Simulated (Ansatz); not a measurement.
NaLaMnMoO6:

```
Na La Mn Mo O
1.0
     5.55735    0.00000    0.00000
     0.00000    5.59794    0.00000
    -0.06214    0.00000    8.02462
Na La Mn Mo O
2 2 2 2 12
Direct
  0.75008 0.51572 0.49924
  0.24992 0.01572 0.50076
  0.25715 0.95896 0.99937
  0.74285 0.45896 0.00063
  0.24767 0.48762 0.25607
  0.75233 0.98762 0.74393
  0.75559 0.99666 0.27090
  0.24441 0.49666 0.72910
  0.67335 0.97830 0.49061
  0.03402 0.81017 0.27726
  0.93353 0.28910 0.28026
  0.47817 0.20966 0.19922
  0.54435 0.73563 0.20079
  0.82956 0.01818 0.00392
  0.32665 0.47830 0.50939
  0.96598 0.31017 0.72274
  0.06647 0.78910 0.71974
  0.52183 0.70966 0.80078
  0.45565 0.23563 0.79921
  0.17044 0.51818 0.99608
```

The cell was built by a generator and needn't be a form met in nature.

Base run:

```yaml
Program: Ansatz 0.2.0
Functional: PBE
Potentials_or_basis: Ansatz PAW
Cutoff: "420 eV (not typed: the program's choice for these potentials)"
k_mesh: 4 × 4 × 3
Occupations: fermi-dirac, width 0.05 eV
Spin: non-collinear spin, ferromagnetic start, spin-orbit coupling
```

Its results: band gap on the k mesh 0.21 eV, indirect (least direct gap 0.26 eV); pressure 0.0 GPa; net moment 9.96 μB per cell; largest force 0.017 eV/Å.

Problem. The run is repeated on the same cell with these changes: functional from PBE to r2SCAN; cutoff from 420 eV (not typed: the program's choice for these potentials) to 500 eV (not typed: the program's choice for these potentials). What comes out?

Solution. Band gap on the k mesh 0.66 eV, indirect (least direct gap 0.70 eV); pressure -3.3 GPa; net moment 9.99 μB per cell; largest force 0.540 eV/Å.

r2SCAN gives the wider gap, since meta-GGAs in the generalised Kohn-Sham scheme recover part of the derivative discontinuity.

Caveats: the k mesh misses the band edges, so the gap on the mesh is wider than the one along the path; only a ferromagnetic start was run, and an antiferromagnetic order may lie lower in energy; the thresholds are loose for stress (some runs); the magnetic or orbital state may not be the lowest (some runs); the PAW data sets come from PBE, with cores solved anew for the run's functional, which leaves a small shift of forces and pressure (some runs).
